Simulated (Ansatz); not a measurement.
Working through the interaction energy of a dimer with the counterpoise correction of B₂H₄O, SMILES BOB

Program: Ansatz 0.2.0 through its Python package.

Notebook, run cell by cell (the value of a cell's last expression is shown):

**Cell 1**
```python
import ansatz as az
```

**Cell 2**
```python
BASIS = "def2-SVPD"
FUNCTIONAL = "B3LYP"
```

**Cell 3**
```python
FIRST = [
    ("B", (-1.012, 0.1163, -0.4763)),
    ("O", (-0.4655, -0.5093, 0.6664)),
    ("B", (0.9371, -0.2188, 0.5665)),
    ("H", (-1.1286, -0.4152, -1.5081)),
    ("H", (-1.4707, 1.2576, -0.4052)),
    ("H", (1.4212, 0.7367, 1.1341)),
    ("H", (1.7182, -0.9676, 0.0225)),
]
SECOND = [
    ("B", (2.1443, -1.2303, 4.0163)),
    ("O", (2.4178, -2.411, 4.7422)),
    ("B", (1.1123, -2.907, 5.0759)),
    ("H", (2.0364, -0.1798, 4.5117)),
    ("H", (2.0826, -1.2528, 2.786)),
    ("H", (0.558, -3.7304, 4.3801)),
    ("H", (0.5579, -2.6279, 6.1159)),
]
```

**Cell 4**
```python
def energy(atoms, ghosts=()):
    molecule = az.Crystal.molecule()
    for symbol, xyz in atoms:
        molecule = molecule.atom(symbol, xyz)
    calc = (
        molecule.calculation()
        .basis(gaussian=BASIS)
        .functional(FUNCTIONAL)
        .scf(lower_state_search="standard")
    )
    deck = calc.input()
    if ghosts:
        deck = deck.set(az.key.basis.gaussian.ghost_atoms, [{"symbol": s, "position_ang": list(xyz)} for s, xyz in ghosts])
    return az.Session.from_dict(deck).plan().execute().report["free_energy_ev"]
```

**Cell 5**
```python
# monomers in their own basis and in the basis of the dimer
both = energy(FIRST + SECOND)
alone = energy(FIRST) + energy(SECOND)
ghosted = energy(FIRST, SECOND) + energy(SECOND, FIRST)
print(f"dimer {both:.6f} eV")
print(f"interaction, uncorrected   {23.060548 * (both - alone):8.3f} kcal/mol")
print(f"interaction, counterpoise  {23.060548 * (both - ghosted):8.3f} kcal/mol")
print(f"basis-set superposition    {23.060548 * (alone - ghosted):8.3f} kcal/mol")
```
Output:
```text
dimer -6925.799309 eV
interaction, uncorrected     -0.619 kcal/mol
interaction, counterpoise    -0.118 kcal/mol
basis-set superposition       0.500 kcal/mol
```

Uncorrected it is -0.619 kcal/mol, with the counterpoise correction -0.118 kcal/mol; the difference, 0.501 kcal/mol, is the superposition error.

These settings explore the input space; basis and method may be short of convergence. The dimer is a generated trial pose of unrelaxed monomers, not a minimum, so the figure is no binding energy, and the basis set is small. b3lyp holds the VWN-RPA fit, as in Gaussian; the form of ORCA and Turbomole is b3lyp5. This level lacks the dispersion part of the attraction (electrostatics and induction are there), which can decide the sign where the interaction is weak. Timing: 32 s on 1 thread of Arm Neoverse V1, on a shared host, peak memory 0.36 GiB.
